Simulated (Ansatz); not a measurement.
Crystal: LuSb.

```xyz
2
Lattice="0.0000 3.0393 3.0393 3.0393 0.0000 3.0393 3.0393 3.0393 0.0000" Properties=species:S:1:pos:R:3 pbc="T T T"
Lu    0.0000    0.0000    0.0000
Sb    3.0393    3.0393    3.0393
```

The cell is a database's computed one.

| Quantity | Value |
| --- | --- |
| Program | Ansatz 0.2.0 |
| Task | relaxation of cell and atoms |
| Functional | RPBE |
| Potentials or basis | all-electron LAPW, scalar-relativistic |
| Basis error allowed | 0.001 eV/atom |
| k mesh | 8 × 8 × 8 |
| Occupations | fermi-dirac, width 0.05 eV |
| Spin | no spin polarisation |

At the start: volume 28.08 Å³/atom.

Where does the relaxation end?

Over 5 steps the energy falls by 8.3 meV/atom and the volume is 29.20 Å³/atom (+4.0 %); space group Fm-3m (No. 225, to 0.05 Å).

Step by step:
| step | energy change (eV) | largest force (eV/Å) | volume (Å³) |
| --- | --- | --- | --- |
| 1 | 0.0000 | 0.0000 | 56.15 |
| 2 | -0.0080 | 0.0000 | 60.12 |
| 3 | -0.0166 | 0.0000 | 58.50 |
| 4 | -0.0167 | 0.0000 | 58.40 |
| 5 | -0.0167 | 0.0000 | 58.40 |

Final structure:
```
CELL_PARAMETERS angstrom
0.00000 3.07928 3.07928
3.07928 0.00000 3.07928
3.07928 3.07928 0.00000
ATOMIC_POSITIONS crystal
Lu 0.00000 0.00000 0.00000
Sb 0.50000 0.50000 0.50000
```
